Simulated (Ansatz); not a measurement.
# Iridium, hcp under r²SCAN: structure, energy and stiffness

Aim: take iridium in the hcp structure, relax it, solve it on a dense k-mesh, switch on spin-orbit coupling, then scale the cell to 7 volumes from 88 to 112 % of the relaxed one and try a fit of the equation of state. The k-meshes are 13×13×7 for the relaxation; 22×22×12 for the dense run; 13×13×7 for spin-orbit coupling; 15×15×8 for the volumes.

This is Ir in the hcp structure; at room conditions it is fcc.

Program: Ansatz 0.2.0. Level of theory: DFT r2SCAN, plane waves (500 eV) with PAW, scalar-relativistic; PAW files made under PBE, frozen cores solved again for the functional. These are calculated values, not measurements.

### 1 The system as given

It takes space group P6_3/mmc (No. 194, hexagonal). The conventional cell has a = 2.715 Å, b = 2.715 Å, c = 4.433 Å, α = 90.00°, β = 90.00°, γ = 120.00°. Ir (site symmetry -6m2) is surrounded by 12 Ir at 2.71 Å.

As a file:

```
Ir
1.0
     2.71486    0.00000    0.00000
    -1.35743    2.35114    0.00000
     0.00000    0.00000    4.43337
Ir
2
Direct
  0.33333 0.66667 0.25000
  0.66667 0.33333 0.75000
```

### 2 Relaxing cell and atoms

input.yaml reads:

```yaml
crystal:
  lattice:
    - [2.7148619862, 0.0, 0.0]
    - [-1.3574309931, 2.3511394478, 0.0]
    - [0.0, 0.0, 4.4333696235]
  atoms:
    - { symbol: Ir, position: [0.3333333333, 0.6666666667, 0.25] }
    - { symbol: Ir, position: [0.6666666667, 0.3333333333, 0.75] }
hamiltonian:
  xc: r2scan
  pseudopotentials:
    kind: paw
    azcp:
      Ir: "pseudopotentials/Ir.paw.azcp"
basis:
  ecutwfc: 500
  fft_grid_basis: typed
kpoints:
  mp_grid: { grid: [13, 13, 7], shift: [0, 0, 0] }
magnetization:
  spin_polarized: false
scf:
  occupations: { method: fermi_dirac, width: 0.1 }
relax:
  max_steps: 60
  f_tol: 0.01
  cell: {}
```

The run is started by

```bash
> ansatz run input.yaml --threads 1 --pin off --max-ram 3584MiB --backend cpu --events-out ev --progress --plain --runs-dir out
```

The runs that follow: The energy on a finer k-mesh; A two-component run at the same geometry; Equation of state: 88 %; Equation of state: 92 %; Equation of state: 96 %; Equation of state: 100 %; Equation of state: 104 %; Equation of state: 108 %; Equation of state: 112 %.

**Question.** What will these runs give? Wanted: space group; conventional cell; volume; shortest distance; gap on the mesh; relative to fcc; V₀, B₀, B₀′.

**Answer**, as computed:

```
                      quantity                                   value
space group (spins left aside)                      P6_3/mmc (No. 194)
             conventional cell  a = 2.729 Å, c = 4.428 Å (c/a = 1.622)
                        volume                          14.279 Å³/atom
             shortest distance                                 2.717 Å
               gap on the mesh            none (levels filled in part)
               relative to fcc                            +94 meV/atom
                   V₀, B₀, B₀′            14.261 Å³/atom, 373 GPa, 5.1
```

What this shows: From the guessed start the volume grew by 0.9 % in 6 steps. Against the reference form of iridium (fcc, computed apart with the same settings) it stands 94 meV/atom higher. Levels at the Fermi energy are filled in part, as in a metal. Totals with and without spin-orbit coupling (+24.8 eV/atom apart) can't be read as binding, since the two-component data shift the zero of energy. The fitted modulus is 373 GPa, among the stiffest elements; letting shape and positions relax at each volume could only lower it. The symmetry was held, so the structure may be unstable against distortions that break it.
